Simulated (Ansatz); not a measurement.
The system is CrN2.

```
CELL_PARAMETERS angstrom
3.90179 0.00000 0.00000
0.00000 4.80951 0.00000
0.00000 0.00000 2.78417
ATOMIC_POSITIONS crystal
Cr 0.00000 0.00000 0.00000
Cr 0.50000 0.50000 0.50000
N 0.86617 0.58878 0.00000
N 0.13383 0.41123 0.00000
N 0.36617 0.91122 0.50000
N 0.63383 0.08878 0.50000
```

The cell comes from a database or a generator and needn't be the stable form of this composition.

Base run:

```yaml
Program: Ansatz 0.2.0
Functional: PBEsol
Potentials_or_basis: Ansatz PAW
Cutoff: "420 eV (not typed: the program's choice for these potentials)"
k_mesh: 6 × 5 × 8
Occupations: fermi-dirac, width 0.05 eV
Spin: collinear spin, ferromagnetic start
Starting_moments: "[4.5, 4.5, 0.0, 0.0, 0.0, 0.0] μB"
Fixed_moment: 9 μB
```

Its results: pressure 18.8 GPa; site moments Cr +2.75; N +0.25 μB; largest force 2.862 eV/Å.

Question: After a change of settings the same cell gave: pressure -9.1 GPa; site moments Cr +1.94; N -0.05 μB; largest force 0.061 eV/Å. Which change was it?
A. fixed moment from 9 μB to 1.5 μB; moments at the start from [4.5, 4.5, 0.0, 0.0, 0.0, 0.0] to [0.75, 0.75, 0.0, 0.0, 0.0, 0.0]
B. fixed moment from 9 μB to 12 μB; moments at the start from [4.5, 4.5, 0.0, 0.0, 0.0, 0.0] to [6.0, 6.0, 0.0, 0.0, 0.0, 0.0]
C. fixed moment from 9 μB to 4.5 μB; moments at the start from [4.5, 4.5, 0.0, 0.0, 0.0, 0.0] to [2.25, 2.25, 0.0, 0.0, 0.0, 0.0]
D. fixed moment from 9 μB to 3 μB; moments at the start from [4.5, 4.5, 0.0, 0.0, 0.0, 0.0] to [1.5, 1.5, 0.0, 0.0, 0.0, 0.0]

Answer: C.

Caveats: the total moment is fixed, so each spin has its own Fermi level; only a ferromagnetic start was run, and an antiferromagnetic order may lie lower in energy; the PAW data sets come from PBE, with cores solved anew for the run's functional, which leaves a small shift of forces and pressure; the thresholds are loose for stress; forces of over 1 eV/Å show positions far from the minimum, so gaps and moduli don't describe the material at rest (some runs).
